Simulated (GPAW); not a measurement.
Wanted: an ASE script for a GPAW 26.7.0 run.

| Quantity | Value |
| --- | --- |
| Task | equation of state |
| Functional | PBE |
| Potentials or basis | GPAW PAW data sets (gpaw-data 1.2.1) |
| Cutoff | 800 eV |
| Basis | pw |
| k mesh | 5 × 5 × 5 |
| Occupations | fermi-dirac, width 0.05 eV |
| Spin | no spin polarisation |
| Maxiter | 150 |
| Eos scales | [0.94, 0.96, 0.98, 1.0, 1.02, 1.04, 1.06] |

Crystal: W3N4.

```
W N
1.0
     4.12200    0.00000    0.00000
     0.00000    4.12200    0.00000
     0.00000    0.00000    4.12200
W N
3 4
Direct
  0.50000 0.00000 0.50000
  0.00000 0.50000 0.50000
  0.50000 0.50000 0.00000
  0.00000 0.00000 0.50000
  0.00000 0.50000 0.00000
  0.50000 0.00000 0.00000
  0.50000 0.50000 0.50000
```

The input as run:

run.py

```python
from ase import Atoms
from ase.eos import EquationOfState
from ase.io import Trajectory
from ase.units import GPa
from gpaw import GPAW, PW

atoms = Atoms(['W', 'W', 'W', 'N', 'N', 'N', 'N'],
              cell=[[4.122, 0.0, 0.0],
                    [0.0, 4.122, 0.0],
                    [0.0, 0.0, 4.122]],
              scaled_positions=[[0.5, 0.0, 0.5],
                                [0.0, 0.5, 0.5],
                                [0.5, 0.5, 0.0],
                                [0.0, 0.0, 0.5],
                                [0.0, 0.5, 0.0],
                                [0.5, 0.0, 0.0],
                                [0.5, 0.5, 0.5]],
              pbc=True)

traj = Trajectory('eos.traj', 'w')
volumes, energies = [], []
for x in [0.94, 0.96, 0.98, 1.0, 1.02, 1.04, 1.06]:
    a = atoms.copy()
    a.set_cell(atoms.cell * x**(1 / 3), scale_atoms=True)
    calc = GPAW(mode=PW(800),
                xc='PBE',
                kpts={'size': (5, 5, 5), 'gamma': True},
                occupations={'name': 'fermi-dirac', 'width': 0.05},
                nbands=55,
                convergence={'density': 1e-05, 'energy': 1e-05},
                maxiter=150,
                txt=f'eos-{x:.2f}.txt')
    a.calc = calc
    energies.append(a.get_potential_energy(force_consistent=True))
    volumes.append(a.get_volume())
    p = -a.get_stress()[:3].mean() / GPa
    calc.write(f'eos-{x:.2f}.gpw')
    traj.write(a)
    print(f'{x:.2f} {volumes[-1]:10.4f} A^3 {energies[-1]:14.6f} eV {p:9.3f} GPa', flush=True)

v0, e0, B = EquationOfState(volumes, energies, eos='birchmurnaghan').fit()
print(f'V0 = {v0:.4f} A^3, E0 = {e0:.6f} eV, B0 = {B / GPa:.2f} GPa')
```

Potentials or basis: GPAW PAW data sets (gpaw-data 1.2.1), pw.

The run is started by

```console
$ OMP_NUM_THREADS=1 python run.py
```

Results of the run:

```yaml
Equilibrium_volume: "10.68 Å³/atom (rough: see the caveat)"
Bulk_modulus: 348 GPa (rough)
```

Caveat: the minimum lies outside the volumes run.

It took 4.2 min on 1 thread of Arm Neoverse V2 (shared host), peak memory 0.4 GiB.
